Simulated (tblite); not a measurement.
# C7H12ClFSi2: the cost of one run

The runs use tblite 0.8.0 and PySCF 2.14.0, with density-fitted response routines of our own; the level of theory stands in each step. All values are computed, except where a source is named. Atoms count from 0, in the outputs and in this text.

### 1 The starting structure

23 atoms, charge 0, multiplicity 1; geometry from: force field or distance geometry start.

Bonds of the start (Å): C0–C1 1.21, C1–Si2 1.85, Si2–Si3 2.31, Si2–Cl4 2.04, Si2–C5 1.95, C5–F6 1.40, C5–C7 1.53, C7–C8 1.53, C8–C9 1.54, C9–C10 1.54, C10–C5 1.52, C0–H11 1.05, Si3–H12 1.49, Si3–H13 1.46, Si3–H14 1.46, C7–H15 1.09, C7–H16 1.09, C8–H17 1.09, C8–H18 1.10, C9–H19 1.08, C9–H20 1.09, C10–H21 1.10, C10–H22 1.08.

### 2 Relaxing the molecule with GFN2-xTB

Job settings and geometry (Å):

```
{"job": {"kind": "relax", "xc": "GFN2-xTB", "basis": "xTB"}, "charge": 0, "multiplicity": 1}
C      2.282700     2.077600     1.475700
C      1.977800     1.350900     0.559700
Si     1.562200     0.190400    -0.821400
Si     2.755100    -1.784800    -0.831200
Cl     1.751100     1.277100    -2.534100
C     -0.346500    -0.109800    -0.564800
F     -0.753000    -0.976000    -1.592000
C     -0.692900    -0.754700     0.774700
C     -2.202200    -0.532900     0.936600
C     -2.553400     0.692600     0.067600
C     -1.235800     1.126200    -0.596900
H      2.519300     2.723300     2.271100
H      2.555700    -2.475100     0.469200
H      2.355900    -2.705900    -1.894400
H      4.185200    -1.518300    -0.967700
H     -0.145900    -0.253000     1.573300
H     -0.434000    -1.813100     0.782300
H     -2.758400    -1.407600     0.584700
H     -2.467600    -0.364200     1.986700
H     -3.270500     0.419400    -0.694300
H     -2.980700     1.507900     0.659100
H     -0.749300     1.917000    -0.012800
H     -1.369000     1.493800    -1.600600
```

The run is started by

```console
OMP_NUM_THREADS=2 python probes_run.py task.json out
```

This one command runs all jobs of the session in turn.

Q: Estimate the wall time and peak memory of this first job on 2 threads of Intel Xeon Platinum 8488C, shared host.

About 4 s, with a peak of 0.18 GiB.
